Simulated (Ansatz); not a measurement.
Tl₃Zn, space group Pm-3m, a charge-density difference against the sublattices

Program: Ansatz 0.2.0 through its Python package.

The script, `drho.py`:
```python
"""Density difference of Tl3Zn against its sublattices."""

import ansatz as az
import numpy as np

SETTINGS = {
    "xc": "PBEsol",
    "smearing": "Fermi-Dirac",
    "width_ev": 0.05,
    "tolerance": 1e-09,
    "ecut": 460,
    "mesh": (5, 5, 5),
}

vectors0 = np.array([
    [4.800989, 0.0, 0.0],
    [0.0, 4.800989, 0.0],
    [0.0, 0.0, 4.800989],
])
sites = [
    ("Zn", (0.0, 0.0, 0.0)),
    ("Tl", (0.5, 0.0, 0.5)),
    ("Tl", (0.5, 0.5, 0.0)),
    ("Tl", (0.0, 0.5, 0.5)),
]


def make_crystal(cell):
    crystal = az.Crystal(lattice=az.Lattice.of(cell))
    for symbol, position in sites:
        crystal = crystal.atom(symbol, position)
    return crystal

# same cell, cutoff and mesh for the crystal and its parts
def solve(crystal):
    return (
        crystal.calculation()
        .functional(SETTINGS["xc"])
        .occupations(SETTINGS["smearing"], width=SETTINGS["width_ev"])  # smearing steadies the SCF of a metal
        .scf(tolerance=SETTINGS["tolerance"])
        .basis(SETTINGS["ecut"], grid_basis="typed")  # cutoff of the orbital basis
        .kpoints(*SETTINGS["mesh"])
        .density()  # keep the density on its grid
        .run(threads=1)
    )


whole = solve(make_crystal(vectors0))
difference = whole.density().channels[0].density_e_per_ang3.copy()
binding = whole.report["free_energy_ev"]
for element in ["Zn", "Tl"]:
    part = az.Crystal(lattice=az.Lattice.of(vectors0))
    for symbol, position in sites:
        if symbol == element:
            part = part.atom(symbol, position)
    alone = solve(part)
    difference -= alone.density().channels[0].density_e_per_ang3
    binding -= alone.report["free_energy_ev"]
    print(f"{element} sublattice: {alone.report['n_electrons']:g} electrons, {alone.report['n_iterations']} iterations")

voxel = abs(np.linalg.det(vectors0)) / difference.size
print(f"energy of the crystal less its unpolarised sublattices: {binding / len(sites):.4f} eV/atom")
print(f"net charge of the difference {difference.sum() * voxel:.5f} e, charge rearranged {0.5 * np.abs(difference).sum() * voxel:.3f} e")
print(f"extremes {difference.min():.4f} and {difference.max():.4f} e/A^3")
for (symbol, position) in sites:
    index = tuple(int(round(p * n)) % n for p, n in zip(position, difference.shape))
    print(f"  change of the pseudo-density at the grid point nearest {symbol}: {difference[index]:+.4f} e/A^3")
profile = difference.mean(axis=(0, 1))
print("planar mean along the third vector:", np.round(profile[:: max(len(profile) // 12, 1)], 4))
```

```console
$ python drho.py
Zn sublattice: 12 electrons, 8 iterations
Tl sublattice: 39 electrons, 8 iterations
energy of the crystal less its unpolarised sublattices: -0.3724 eV/atom
net charge of the difference -0.00000 e, charge rearranged 0.255 e
extremes -0.0335 and 0.0304 e/A^3
  change of the pseudo-density at the grid point nearest Zn: +0.0304 e/A^3
  change of the pseudo-density at the grid point nearest Tl: +0.0041 e/A^3
  change of the pseudo-density at the grid point nearest Tl: +0.0041 e/A^3
  change of the pseudo-density at the grid point nearest Tl: +0.0041 e/A^3
planar mean along the third vector: [-0.0005 -0.001   0.0006  0.002   0.0006 -0.0011 -0.002  -0.0011  0.0006
  0.002   0.0006 -0.001 ]
```

Notes:
- Spin-orbit coupling, which matters for elements this heavy, is left out.
- Grid values close to the nuclei reflect the PAW or pseudopotential construction, not the all-electron fields.
- This cell is a computed structure, which may not be the phase found in nature.
- Charge moved counts every rearrangement, bonding and polarisation too, and is no transfer between atoms; the bare sublattices are artificial references. Values near the nuclei depend on the potentials.
- Hardware and time: 4.5 s on 1 thread of Arm Neoverse V2, on a shared host, peak memory 0.41 GiB.
